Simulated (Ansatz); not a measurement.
# CH₇BSiZn: one species, many methods

An exercise on one series of results from a longer session: the logs are not shown, and one member is left open.

The runs use Ansatz 0.2.0, Gaussian basis; functionals in def2-TZVPP, the program's frozen cores in correlated methods.

Levels to be run: PBE-D4, r2SCAN-D4, PBE0-D4, B3LYP-D4, ωB97X-V, ωB97M-V, B2PLYP; CCSD(T)/def2-TZVPP; MP2/def2-QZVPP; extrapolation to the limit.

## The relaxed structure

All runs share one geometry, relaxed beforehand with PBE0-D4 in a triple-zeta def2 set.

SMILES `C[SiH2][BH][ZnH]`, 11 atoms, charge 0, spin multiplicity 1.

Atoms are counted from 1 here; the program's logs count them from 0.

Bond lengths: C1–Si2 1.878 Å, C1–H5 1.093 Å, C1–H6 1.092 Å, C1–H7 1.093 Å, Si2–B3 2.001 Å, Si2–H8 1.502 Å, Si2–H9 1.494 Å, B3–Zn4 2.075 Å, B3–H10 1.202 Å, Zn4–H11 1.558 Å. Angles: Si2–C1–H5 110.8°, Si2–C1–H6 111.3°, Si2–C1–H7 110.8°, H5–C1–H6 107.8°, H5–C1–H7 107.9°, H6–C1–H7 108.1°, C1–Si2–B3 116.1°, C1–Si2–H8 109.1°, C1–Si2–H9 109.1°, B3–Si2–H8 101.5°, B3–Si2–H9 113.7°, H8–Si2–H9 106.6°, Si2–B3–Zn4 125.1°, Si2–B3–H10 115.6°, Zn4–B3–H10 119.1°, B3–Zn4–H11 179.2°.

Set-up of the first run:

The input, in.yaml:

```yaml
crystal:
  periodic: [false, false, false]
  atoms:
    - {symbol: C, position_ang: [-1.145963, 1.222260, 0.137280]}
    - {symbol: Si, position_ang: [0.213154, 0.285657, 1.034113]}
    - {symbol: B, position_ang: [1.319386, -0.947648, -0.088168]}
    - {symbol: Zn, position_ang: [0.723775, -1.775155, -1.895513]}
    - {symbol: H, position_ang: [-0.722939, 1.916229, -0.593442]}
    - {symbol: H, position_ang: [-1.754441, 1.801492, 0.835144]}
    - {symbol: H, position_ang: [-1.805021, 0.532732, -0.396208]}
    - {symbol: H, position_ang: [-0.411827, -0.673814, 2.006793]}
    - {symbol: H, position_ang: [1.020359, 1.248189, 1.842306]}
    - {symbol: H, position_ang: [2.368555, -1.284437, 0.391585]}
    - {symbol: H, position_ang: [0.260161, -2.382604, -3.253292]}
basis:
  gaussian: {orbitals: def2-TZVPP}
hamiltonian: {xc: pbe, dispersion: d4}
output: {forces: true, orbitals: {seedname: orbitals}}
```

Launch:

```bash
$ ansatz run in.yaml --threads 4 --pin off --events-out ev --progress --plain --max-ram 10444MiB
```

Steps of the session up to this table: PBE-D4 (GGA); r2SCAN-D4 (meta-GGA); PBE0-D4 (hybrid); B3LYP-D4 (hybrid); ωB97X-V (range-separated); ωB97M-V (range-separated); B2PLYP (double hybrid); CCSD(T) in def2-TZVPP; MP2 in def2-QZVPP.

One of the session's tables, all rows but one given; the rest of the session is left out.

| method | atomisation energy (eV) |
| --- | --- |
| PBE-D4 | 34.024 |
| r2SCAN-D4 | ? |
| PBE0-D4 | 33.925 |
| B3LYP-D4 | 33.875 |
| ωB97X-V | 34.227 |
| ωB97M-V | 34.036 |
| B2PLYP | 33.466 |
| HF/def2-TZVPP | 25.998 |
| MP2/def2-TZVPP | 33.159 |
| CCSD/def2-TZVPP | 32.771 |
| CCSD(T)/def2-TZVPP | 33.099 |
| MP2/CBS | 33.854 |
| CCSD(T)/CBS | 33.795 |

Q: Estimate the row for r2SCAN-D4 from the others.

**Answer.** atomisation energy (eV): 34.221. In the column «atomisation energy (eV)» it lies between ωB97M-V (34.036) and ωB97X-V (34.227).

To keep in mind: Free atoms (1 C, 1 Si, 1 B, 1 Zn, 7 H) were run apart at each level; the atomisation energy is their sum less the molecule, without zero-point or spin-orbit terms.
